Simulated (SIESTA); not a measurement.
Runs of SIESTA 5.4.2 on CsLiCr2Te2S3. Symmetry: P3m1, No. 156, trigonal system. The conventional cell has a = 3.604 Å, b = 3.604 Å, c = 19.067 Å, α = 90.00°, β = 90.00°, γ = 120.00°. Cs (site symmetry 3m) has 3 S at 3.38 Å and 6 Cs at 3.60 Å and 3 Te at 3.77 Å as nearest neighbours. Li (site symmetry 3m) has 6 S at 2.63 to 2.66 Å as nearest neighbours. Cr (site symmetry 3m) has 3 S at 2.40 Å and 3 Te at 2.74 Å as nearest neighbours. Cr (site symmetry 3m) is surrounded by 6 S at 2.43 to 2.45 Å. Around Te (site symmetry 3m) lie 6 Te at 3.60 Å and 3 Cs at 3.77 Å. Around Te (site symmetry 3m) lie 3 Cr at 2.74 Å. S (site symmetry 3m) is surrounded by 3 Cr at 2.45 Å and 3 Li at 2.63 Å. S (site symmetry 3m) is surrounded by 3 Cr at 2.40 Å and 3 Li at 2.66 Å. The cell was built by a generator and needn't be a form met in nature.

```tsv
task	level	potentials or basis	spin	gap on the mesh (eV)	pressure (GPa)	moment (μB)	largest force (eV/Å)
band structure	PBE	PseudoDojo 0.4 standard (PBE files), TZDP (energy shift 0.003 Ry; two zetas on semicore shells; d shell added on Cs)	collinear, ferromagnetic start	none	0.6	5.65	0.10
band structure	PBE	PseudoDojo 0.4 standard (PBE files), SZP (energy shift 0.003 Ry; d shell added on Cs)	collinear, ferromagnetic start	none	0.3	5.66	0.23
band structure	BLYP	PseudoDojo 0.4 standard (PBE files), DZP (energy shift 0.003 Ry; two zetas on semicore shells; d shell added on Cs)	collinear, ferromagnetic start	none	(d)	5.65	(c)
band structure	RPBE	PseudoDojo 0.4 standard (PBE files), DZP (energy shift 0.003 Ry; two zetas on semicore shells; d shell added on Cs)	collinear, ferromagnetic start	none	(b)	5.66	0.39
band structure	PBE	PseudoDojo 0.4 standard (PBE files), DZP (energy shift 0.003 Ry; two zetas on semicore shells; d shell added on Cs)	collinear, ferromagnetic start	none	0.6	5.65	0.22
single point	PBE	PseudoDojo 0.4 standard (PBE files), DZP (energy shift 0.003 Ry; two zetas on semicore shells; d shell added on Cs)	collinear, ferrimagnetic start	none	0.6	(a)	0.22
band structure	LDA	PseudoDojo 0.4 standard (LDA files), DZP (energy shift 0.003 Ry; two zetas on semicore shells; d shell added on Cs)	collinear, ferromagnetic start	none	-4.3	5.63	0.41
```

Alike in all rows: cell as given; k mesh 9 × 9 × 2; smearing fermi-dirac 0.05 eV; grid cutoff 800 Ry; energy shift 0.003 Ry.

Problem. Estimate the missing entries.

Solution. (a) 0.34; (b) 2.6; (c) 0.49; (d) 4.2.

Caveats: the basis of atomic orbitals isn't converged, which shifts pressures, moduli and gaps; spin-orbit coupling is left out, which moves the levels of the heavy elements (some runs); the potentials were made for another functional, which shifts forces and pressure (some runs).

A k mesh can miss the band edges, and the runs leave out spin-orbit coupling on Cs, Te.

A gap of «none» marks a metal or a gap under the smearing width.
